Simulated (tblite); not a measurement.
# C4H8Al2Cl2: the cost of one run

Computed with tblite 0.8.0 and PySCF 2.14.0, with density-fitted response routines of our own, on a single molecule in the gas phase. Atoms are numbered from 0 throughout.

## (1) The starting structure

16 atoms, charge 0, multiplicity 1; geometry from: force field or distance geometry start.

Bonds of the start (Å): C0–C1 1.46, C1–C2 1.22, C2–C3 1.48, C3–Al4 2.00, Al4–Cl5 2.20, Cl5–Al6 2.20, Al6–Cl7 2.21, Cl7–Al4 2.22, C0–H8 1.12, C0–H9 1.12, C0–H10 1.10, C3–H11 1.11, C3–H12 1.09, Al4–H13 1.59, Al6–H14 1.59, Al6–H15 1.60.

## (2) Geometry optimisation with GFN2-xTB

Job settings and geometry (Å):

```
{"job": {"kind": "relax", "xc": "GFN2-xTB", "basis": "xTB"}, "charge": 0, "multiplicity": 1}
C     -3.727700     0.364200     0.541500
C     -2.440700     0.127400    -0.097800
C     -1.342300    -0.086900    -0.587300
C     -0.023300    -0.348500    -1.199300
Al     1.207800     1.032300    -0.429100
Cl     1.808000     0.499900     1.624000
Al     3.726600    -0.179100     0.796300
Cl     3.316200     0.861100    -1.114300
H     -3.645600     1.029100     1.437500
H     -4.437800     0.888500    -0.148500
H     -4.137700    -0.623100     0.804500
H      0.281900    -1.377300    -0.914400
H     -0.066700    -0.179400    -2.272600
H      0.664900     2.521500    -0.517500
H      3.850100    -1.734200     0.500100
H      4.958700     0.480800     1.565400
```

Started as:

```
OMP_NUM_THREADS=1 python probes_run.py task.json out
```

The driver reads the jobs from task.json and runs them one after another.

Q: Estimate the wall time and peak memory of this first job on 1 thread of Arm Neoverse N1, shared host.

About 2.4 s, with a peak of 0.18 GiB.
